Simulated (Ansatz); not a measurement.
# CH₅InO₂: up Jacob's ladder to CCSD(T)

How much do the methods differ for CH₅InO₂? The plan is to run it at one geometry with functionals of several rungs and with coupled cluster. The yardstick is the atomisation energy at the CCSD(T) limit.

Method: functionals in def2-TZVPP, the program's frozen cores in correlated methods; program: Ansatz 0.2.0, Gaussian basis.

The runs, in order: LDA (SPW92), PBE-D4, revPBE-D4, BLYP-D4, r2SCAN-D4, B97M-V, PBE0-D4, B3LYP-D4, r2SCANh-D4, r2SCAN0-D4, HSE06-D4, BHLYP-D4, CAM-B3LYP-D4, LC-ωPBE, ωB97X-V, ωB97M-V, B2PLYP, PBE-QIDH; CCSD(T)/def2-SVP; CCSD(T)/def2-TZVPP; MP2/def2-QZVPP; extrapolation to the limit; RPA on PBE.

**1. The relaxed structure**

The geometry comes from an earlier relaxation with PBE0-D4 in a triple-zeta def2 set; it is a stationary point, not always the lowest conformer. In takes the def2 core potential; no spin-orbit term is included.

9 atoms, charge 0, spin multiplicity 1.

Atoms are counted from 1 here; the program's logs count them from 0.

Bond lengths: C1–In2 2.127 Å, C1–H5 1.090 Å, C1–H6 1.090 Å, C1–H7 1.089 Å, In2–O3 1.981 Å, In2–O4 1.993 Å, O3–H8 0.961 Å, O4–H9 0.959 Å. Angles: In2–C1–H5 109.8°, In2–C1–H6 109.5°, In2–C1–H7 109.4°, H5–C1–H6 109.0°, H5–C1–H7 109.7°, H6–C1–H7 109.5°, C1–In2–O3 124.7°, C1–In2–O4 129.1°, O3–In2–O4 106.2°, In2–O3–H8 111.0°, In2–O4–H9 114.4°.

**2. LDA**

This LDA is Slater exchange with PW92 correlation.

Input file in.yaml:

```yaml
crystal:
  periodic: [false, false, false]
  atoms:
    - {symbol: C, position_ang: [-0.086637, 0.920171, -1.366187]}
    - {symbol: In, position_ang: [0.122878, -0.336095, 0.337837]}
    - {symbol: O, position_ang: [1.440752, -1.805953, 0.500871]}
    - {symbol: O, position_ang: [-0.898639, -0.312883, 2.048610]}
    - {symbol: H, position_ang: [-1.126359, 0.929180, -1.692770]}
    - {symbol: H, position_ang: [0.212108, 1.936307, -1.107727]}
    - {symbol: H, position_ang: [0.547516, 0.548907, -2.169843]}
    - {symbol: H, position_ang: [1.365474, -2.243371, 1.353110]}
    - {symbol: H, position_ang: [-1.577104, 0.363747, 2.096109]}
basis:
  gaussian: {orbitals: def2-TZVPP}
hamiltonian: {xc: lda}
output: {orbitals: {seedname: orbitals}}
```

Further steps of the session: PBE-D4 (GGA); revPBE-D4 (GGA); BLYP-D4 (GGA); r2SCAN-D4 (meta-GGA); B97M-V (meta-GGA); PBE0-D4 (hybrid); B3LYP-D4 (hybrid); r2SCANh-D4 (hybrid); r2SCAN0-D4 (hybrid); HSE06-D4 (hybrid); BHLYP-D4 (hybrid); CAM-B3LYP-D4 (range-separated); LC-ωPBE (range-separated); ωB97X-V (range-separated); ωB97M-V (range-separated); B2PLYP (double hybrid); PBE-QIDH (double hybrid); CCSD(T) in def2-SVP; CCSD(T) in def2-TZVPP; MP2 in def2-QZVPP; RPA on PBE orbitals.

Before running them: what should the planned runs give, taken together? Wanted: atomisation energy, CCSD(T)/CBS; farthest beyond LDA; mean size of error, GGA; mean size of error, meta-GGA; mean size of error, hybrid; mean size of error, range-separated; mean size of error, double hybrid; gap, smallest and largest; T1 diagnostic.

As calculated:

| quantity | value |
| --- | --- |
| atomisation energy, CCSD(T)/CBS | 3082.3 kJ/mol |
| functionals within 30.8 kJ/mol (1.0 %) | PBE-D4, ωB97X-V, ωB97M-V |
| farthest beyond LDA | BHLYP-D4 (-179.6 kJ/mol) |
| mean size of error, GGA | 47.0 kJ/mol |
| mean size of error, meta-GGA | 37.9 kJ/mol |
| mean size of error, hybrid | 89.9 kJ/mol |
| mean size of error, range-separated | 31.4 kJ/mol |
| mean size of error, double hybrid | 74.0 kJ/mol |
| gap, smallest and largest | 4.47 eV (BLYP-D4), 12.19 eV (LC-ωPBE) |
| T1 diagnostic | 0.0157 |
| triples share of the correlation energy | 3.5 % |

What this shows: The LDA atomisation energy is off by 439.6 kJ/mol (14 %): it overbinds. PBE-D4 is off by +15.5 kJ/mol. Double hybrids carry the basis error of their MP2 part in triple zeta, and no dispersion term here, so their miss is partly the set-up's. By mean error the best rung here is range-separated (31.4 kJ/mol) and the worst beyond LDA is hybrid (89.9 kJ/mol). The gap between the best rungs is small, so their order is not settled. The mean of the hybrids holds BHLYP, with half exact exchange. The reference freezes the cores and leaves out spin-orbit coupling and excitations past (T), and its outer-core shells are covered unevenly, so misses under about 30.8 kJ/mol can't be ranked. All levels share the lack of spin-orbit coupling, which lowers the free heavy atoms and so the true binding. Hartree-Fock recovers 68 % of the binding; the rest is correlation. CCSD(T) in def2-SVP is off by -248.6 kJ/mol, so the small basis spoils what the method gains. Orbital gaps span 4.5 to 12.2 eV; exact exchange widens them. Correlated methods include outer-core shells of In, which these sets cover unevenly.
